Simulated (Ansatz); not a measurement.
**Sn4Se3S: from a guess to a relaxed structure**

Aim: relax a trial structure of Sn4Se3S and see where it ends.

Program: Ansatz 0.2.0. Level of theory: DFT PBE, scalar-relativistic, plane waves, PAW. These are calculated values, not measurements.

1 further run of the same task is left out (set aside as unsound or not needed). Runs told in other sessions of the task aren't counted.

## (1) The system as given

It takes space group P4/mmm (No. 123, tetragonal). The conventional cell has a = 4.251 Å, b = 4.251 Å, c = 12.021 Å, α = 90.00°, β = 90.00°, γ = 90.00°. Sn (site symmetry 4mm) is surrounded by 1 S at 2.94 Å and 5 Se at 3.01 to 3.07 Å. Around Sn (site symmetry 4/mmm) lie 2 Se at 2.99 Å and 4 S at 3.01 Å. Sn (site symmetry 4/mmm) has 6 Se at 3.01 to 3.02 Å in its first shell of neighbours. Se (site symmetry 4mm) is surrounded by 6 Sn at 2.99 to 3.02 Å. Se (site symmetry 4/mmm) has 6 Sn at 3.01 to 3.07 Å in its first shell of neighbours. S (site symmetry 4/mmm) has 6 Sn at 2.94 to 3.01 Å in its first shell of neighbours.

Structure file:

```xyz
8
Lattice="4.2513 0.0000 0.0000 0.0000 4.2513 0.0000 0.0000 0.0000 12.0215" Properties=species:S:1:pos:R:3 pbc="T T T"
Sn    0.0000    0.0000    9.0840
Sn    2.1256    2.1256    0.0000
Sn    0.0000    0.0000    2.9374
Sn    2.1256    2.1256    6.0107
Se    2.1256    2.1256    2.9907
Se    0.0000    0.0000    6.0107
Se    2.1256    2.1256    9.0308
S     0.0000    0.0000    0.0000
```

The start is the relaxed end of an invented cell (made as: elements ordered on the sites of the SnSe type, S/Se on Se (P4/mmm, No. 123)), taken up again for a closer look.

## (2) The guess as it stands, on a coarse mesh

input.yaml

```yaml
crystal:
  lattice:
    - [4.2512992, 0.0, 0.0]
    - [0.0, 4.2512992, 0.0]
    - [0.0, 0.0, 12.0214836]
  atoms:
    - { symbol: Sn, position: [0.0, 0.0, 0.755651] }
    - { symbol: Sn, position: [0.5, 0.5, 0.0] }
    - { symbol: Sn, position: [0.0, 0.0, 0.244349] }
    - { symbol: Sn, position: [0.5, 0.5, 0.5] }
    - { symbol: Se, position: [0.5, 0.5, 0.248776] }
    - { symbol: Se, position: [0.0, 0.0, 0.5] }
    - { symbol: Se, position: [0.5, 0.5, 0.751224] }
    - { symbol: S, position: [0.0, 0.0, 0.0] }
basis:
  ecutwfc: 420
kpoints:
  mp_grid: { grid: [4, 4, 2] }
hamiltonian:
  xc: pbe
scf:
  occupations: { method: gaussian, width: 0.1 }
  lower_state_search: "off"
output:
  forces: true
  stress: true
  eigenvalues: true
```

Run with:

```
ansatz run input.yaml --threads 4 --pin off --max-ram 8192MiB --backend cpu --events-out ev --progress --plain --runs-dir out
```

The program printed (excerpt; [...] marks lines left out):

```text
[...]
SCF converged after 8 iterations
Free energy (F): -41409.533904 eV
[...]
E sigma→0 (E₀):  -41409.533875 eV
Entropy (-TS):   -0.000057 eV (-0.007 meV/atom)
Fermi energy:    8.916967 eV
[...]
--- Forces (eV/Å), atoms counted from 1 ---
  atom   1  Sn     0.00000000     0.00000000     0.04148492
  atom   2  Sn     0.00000000    -0.00000000     0.00000000
  atom   3  Sn    -0.00000000     0.00000000    -0.04148492
  atom   4  Sn     0.00000000    -0.00000000     0.00000000
  atom   5  Se     0.00000000     0.00000000     0.01650883
  atom   6  Se    -0.00000000     0.00000000     0.00000000
  atom   7  Se    -0.00000000     0.00000000    -0.01650883
  atom   8  S     -0.00000000     0.00000000     0.00000000
[...]
--- Stress (GPa, compression-positive) ---
       -0.562884      -0.000000      -0.000000
       -0.000000      -0.562884      -0.000000
       -0.000000      -0.000000      -0.695288
  P = ⅓ Tr σ = -0.6070 GPa (-6.070 kbar)
--- Band table (eV; the first three rows and the last of 12) ---
[...]
```

Wall time 5.9 s (4 threads of AMD EPYC 7R43 (Zen 3), shared host); peak memory 0.76 GiB.

The probe gives pressure -0.6 GPa, largest force 0.04 eV/Å, gap on this mesh 0.44 eV. The coarse relaxation is skipped.

## (3) Final relaxation

input.yaml: that of step 2 with these lines changed.

```diff
@@ -17,3 +17,3 @@
 kpoints:
-  mp_grid: { grid: [4, 4, 2] }
+  mp_grid: { grid: [8, 8, 4] }
 hamiltonian:
@@ -21,4 +21,3 @@
 scf:
-  occupations: { method: gaussian, width: 0.1 }
-  lower_state_search: "off"
+  occupations: { method: gaussian, width: 0.02 }
 output:
@@ -27 +26,6 @@
   eigenvalues: true
+relax:
+  adjacent_minimum: "off"
+  f_tol: 0.01
+  max_steps: 80
+  cell: { stress_tol: 0.05 }
```

Run with:

```
ansatz run input.yaml --threads 4 --pin off --max-ram 8192MiB --backend cpu --events-out ev --progress --plain --runs-dir out
```

The program printed (excerpt; [...] marks lines left out):

```text
Warning: RAYON_NUM_THREADS=4 ignored (pool sized by the plan → 4); use --threads N
[...]
Pseudopotentials: kind: paw
Pseudopotential: Sn, paw, valence charge 14, recommended cutoff 420 eV (normal), Sn.paw.azcp
Pseudopotential: Se, paw, valence charge 16, recommended cutoff 420 eV (normal), Se.paw.azcp
Pseudopotential: S, paw, valence charge 6, recommended cutoff 420 eV (normal), S.paw.azcp
Functional definition: PBE
[...]
Crystal: 8 atoms, lattice volume = 217.271 Å³
Basis set: ecut = 420 eV, 4225 PW (Γ), exchange–correlation on 60×60×162 points (8 copies of the dense FFT grid, shifted against one another)
Bands: 66, of which v1, the nominal top of the filled ones, is band 55 counted from 1 (54 counted from 0)
Symmetry: 16 space group operations
Space group: P4/mmm (ITA 123), of the structure as read, at distance tolerance 6.0e-5 Å
k-points: 45 of 256
[...]
       -0.000000       0.004160       0.000000
        0.000000       0.000000      -0.041514
  P = ⅓ Tr σ = -0.0111 GPa (-0.111 kbar)
--- Band table (eV; the first three rows and the last of 45) ---
[...]
--- Relaxed structure (1 steps of the walk, 1 accepted, 1 SCFs on fresh bases) ---
  F+E_penalty+E_count = -41409.51785262 eV   max|allowed force component| = 6.633e-3 eV/Å   (the final SCF, on the basis selected at the relaxed cell)
  cell:  # Å, volume = 217.2708 Å³
    - [4.2512992, 0.0, 0.0]
    - [0.0, 4.2512992, 0.0]
    - [0.0, 0.0, 12.0214836]
  atoms:
    - { symbol: Sn, position: [0.0, 0.0, 0.755651] }
    - { symbol: Sn, position: [0.49999999999999994, 0.49999999999999994, 0.0] }
    - { symbol: Sn, position: [0.0, 0.0, 0.24434899999999998] }
    - { symbol: Sn, position: [0.49999999999999994, 0.49999999999999994, 0.5] }
    - { symbol: Se, position: [0.49999999999999994, 0.49999999999999994, 0.248776] }
    - { symbol: Se, position: [0.0, 0.0, 0.5] }
    - { symbol: Se, position: [0.49999999999999994, 0.49999999999999994, 0.751224] }
    - { symbol: S, position: [0.0, 0.0, 0.0] }
```

It took 33 s on 4 threads of AMD EPYC 7R43 (Zen 3), shared host; peak memory 0.98 GiB.

Step by step:

```
step  E - E(step 1) (eV/cell)  largest force component (eV/Å)  pressure (GPa)  volume (Å³)
   1                   0.0000                          0.0066           -0.01       217.27
   2                   0.0000                          0.0066           -0.01       217.27
```

Step 1 is the start. Step 2 repeats the geometry before it on a plane-wave basis chosen anew for that cell, so its energy need not be comparable with the rows above.

|  | before | after | change |
| --- | --- | --- | --- |
| a (Å) | 4.251 | 4.251 | 0.0 % |
| b (Å) | 4.251 | 4.251 | 0.0 % |
| c (Å) | 12.021 | 12.021 | 0.0 % |
| volume (Å³/atom) | 27.16 | 27.16 | 0.0 % |
| shortest distance (Å) | 2.937 | 2.937 | 0.0 % |
| space group (0.01 Å) | P4/mmm | P4/mmm | same |

Forces and stress were held to the start's 16 operations: a distortion of lower symmetry was not tested.

## (4) What came out

```
                              quantity                                                                       value
symmetry at the end (tolerance 0.02 Å)                                                space group P4/mmm (No. 123)
                     conventional cell  a = 4.251 Å, b = 4.251 Å, c = 12.021 Å, α = 90.00°, β = 90.00°, γ = 90.00°
                                volume                                                               27.16 Å³/atom
     energy over the elements, grey Sn                                                               -0.42 eV/atom
                       gap on the mesh                                                                     0.15 eV
```

In words: The space group P4/mmm (No. 123) is kept, at nearly the size of the first guess. It lies below the elements, which doesn't yet make it stable: competing phases were not computed in this session. No finished test with a distortion of lower symmetry is shown, so the end may be a saddle point.

Spin-orbit coupling is left out, though the cell holds Sn; it can move the gap.
